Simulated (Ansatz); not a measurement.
# CHISSi: the cost of one run

Program: Ansatz 0.2.0. Level of theory: RHF/def2-SVP. These are calculated values, not measurements.

## (1) The system as given

Bond lengths: S1–Si2 2.136 Å, Si2–C3 1.719 Å, C3–I4 2.126 Å, S1–H5 1.334 Å. Angles: S1–Si2–C3 156.5°, Si2–S1–H5 95.0°, Si2–C3–I4 124.5°.

As a file:

```xyz
5

S     1.3325    1.6690    0.7539
Si    0.2391   -0.0635    0.1505
C    -0.2787   -1.3080   -0.9159
I    -1.6698   -2.8321   -0.4021
H     0.3769    2.5346    0.4136
```

## (2) End point A

input.yaml reads:

```yaml
crystal:
  periodic: [false, false, false]
  atoms:
    - { symbol: S, position_ang: [1.33249, 1.66898, 0.7539] }
    - { symbol: Si, position_ang: [0.23911, -0.06352, 0.15047] }
    - { symbol: C, position_ang: [-0.27867, -1.30798, -0.91585] }
    - { symbol: I, position_ang: [-1.66978, -2.83208, -0.40212] }
    - { symbol: H, position_ang: [0.37685, 2.5346, 0.41359] }
basis:
  gaussian: { orbitals: def2-SVP }
hamiltonian:
  xc: hf
relax:
  f_tol: 0.02
  max_steps: 50
```

On the command line:

```bash
> ansatz run input.yaml --threads 1 --pin off --max-ram 2048MiB --backend cpu --events-out ev --progress --plain --runs-dir out
```

**Question.** How long does this run take on 1 thread of Arm Neoverse V1, shared host, and how much memory does it need?

About 40 s, with a peak of 0.2 GiB.
